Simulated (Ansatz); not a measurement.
# CH5NSeSi: up Jacob's ladder to CCSD(T)

Aim: compute CH5NSeSi with functionals from several rungs and with coupled cluster. The yardstick is the atomisation energy at the CCSD(T) limit.

The runs use Ansatz 0.2.0, Gaussian basis; functionals in def2-TZVPP, the program's frozen cores in correlated methods.

Levels to be run: PBE-D4, r2SCAN-D4, PBE0-D4, B3LYP-D4, ωB97X-V, ωB97M-V, B2PLYP; CCSD(T)/def2-TZVPP; MP2/def2-QZVPP; extrapolation to the limit.

**1. The geometry**

An earlier PBE0-D4 in a triple-zeta def2 set relaxation fixed the geometry.

SMILES `N[SiH2]C=[Se]`, 9 atoms, charge 0, spin multiplicity 1.

Atoms are counted from 1 here; the program's logs count them from 0.

Bond lengths: N1–Si2 1.701 Å, N1–H5 1.005 Å, N1–H6 1.009 Å, Si2–C3 1.874 Å, Si2–H7 1.490 Å, Si2–H8 1.494 Å, C3–Se4 1.755 Å, C3–H9 1.091 Å. Angles: Si2–N1–H5 123.7°, Si2–N1–H6 118.0°, H5–N1–H6 113.2°, N1–Si2–C3 107.6°, N1–Si2–H7 112.7°, N1–Si2–H8 115.5°, C3–Si2–H7 108.0°, C3–Si2–H8 106.4°, H7–Si2–H8 106.3°, Si2–C3–Se4 124.2°, Si2–C3–H9 118.4°, Se4–C3–H9 117.4°.

**2. PBE-D4 (GGA)**

The input, in.yaml:

```yaml
crystal:
  periodic: [false, false, false]
  atoms:
    - {symbol: N, position_ang: [-0.648687, 0.790378, -1.068370]}
    - {symbol: Si, position_ang: [0.589923, -0.169881, -0.407397]}
    - {symbol: C, position_ang: [0.036786, -0.714377, 1.297937]}
    - {symbol: Se, position_ang: [-1.414299, -0.134968, 2.097467]}
    - {symbol: H, position_ang: [-0.537576, 1.353461, -1.892871]}
    - {symbol: H, position_ang: [-1.364037, 1.134976, -0.445063]}
    - {symbol: H, position_ang: [0.861956, -1.392016, -1.214968]}
    - {symbol: H, position_ang: [1.906416, 0.513439, -0.225305]}
    - {symbol: H, position_ang: [0.658216, -1.427411, 1.841570]}
basis:
  gaussian: {orbitals: def2-TZVPP}
hamiltonian: {xc: pbe, dispersion: d4}
output: {forces: true, orbitals: {seedname: orbitals}}
```

The run is started by

```console
> ansatz run in.yaml --threads 4 --pin off --events-out ev --progress --plain --max-ram 10444MiB
```

Further steps of the session: r2SCAN-D4 (meta-GGA); PBE0-D4 (hybrid); B3LYP-D4 (hybrid); ωB97X-V (range-separated); ωB97M-V (range-separated); B2PLYP (double hybrid); CCSD(T) in def2-TZVPP; MP2 in def2-QZVPP.

**Question.** What will the summary of the whole plan be? Wanted: atomisation energy, CCSD(T)/CBS; farthest; mean size of error, hybrid; mean size of error, range-separated; gap, smallest and largest; T1 diagnostic; triples share of the correlation energy.

As calculated:

| quantity | value |
| --- | --- |
| atomisation energy, CCSD(T)/CBS | 2996.2 kJ/mol |
| functionals within 30.0 kJ/mol (1.0 %) | r2SCAN-D4, PBE0-D4, B3LYP-D4, ωB97X-V, ωB97M-V |
| farthest | B2PLYP (-47.6 kJ/mol) |
| mean size of error, hybrid | 16.9 kJ/mol |
| mean size of error, range-separated | 10.0 kJ/mol |
| gap, smallest and largest | 1.41 eV (PBE-D4), 7.83 eV (ωB97X-V) |
| T1 diagnostic | 0.0139 |
| triples share of the correlation energy | 4.2 % |

**Reading.** PBE-D4 misses by +39.1 kJ/mol. Double hybrids carry the basis error of their MP2 part in triple zeta, and no dispersion term here, so their miss is partly the set-up's. The reference freezes the cores and leaves out relativity and excitations past (T), and its outer-core shells are covered unevenly, so misses under about 30.0 kJ/mol can't be ranked. All levels share the lack of spin-orbit coupling, which lowers the free heavy atoms and so the true binding. Hartree-Fock recovers 68 % of the binding; the rest is correlation. Orbital gaps span 1.4 to 7.8 eV; exact exchange widens them. The restricted reference is unstable towards a spin-broken one. Correlated methods include outer-core shells of Se, which these sets cover unevenly.
